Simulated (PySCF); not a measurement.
# LaO (LaO): the cost of one run

Computed with PySCF 2.14.0 and routines of our own; the level stands in each step. Atoms count from 0.

## Step 1: The system as given

2 atoms, charge 0, multiplicity 2; geometry from: GFN2-xTB.

## Step 2: Optimising the geometry at PBE0-D3(BJ)/def2-SVP

The job: settings as JSON, then the geometry in Å.

```
{"job": {"xc": "PBE0", "basis": "def2-SVP", "d3": "d3bj", "grid": 1, "maxiter": 30, "shake": 0.01, "kind": "geom"}, "charge": 0, "multiplicity": 2}
O      1.032770    -0.028250     0.001100
La    -1.015280    -0.000560    -0.013230
```

On the command line:

```sh
> OMP_NUM_THREADS=1 python heavy_run.py task.json out
```

One launch serves the whole session: the jobs run in the order shown.

Q: Estimate the wall time and peak memory of this first job on 1 thread of Intel Xeon 6975P-C, shared host.

About 4 s, with a peak of 0.26 GiB.
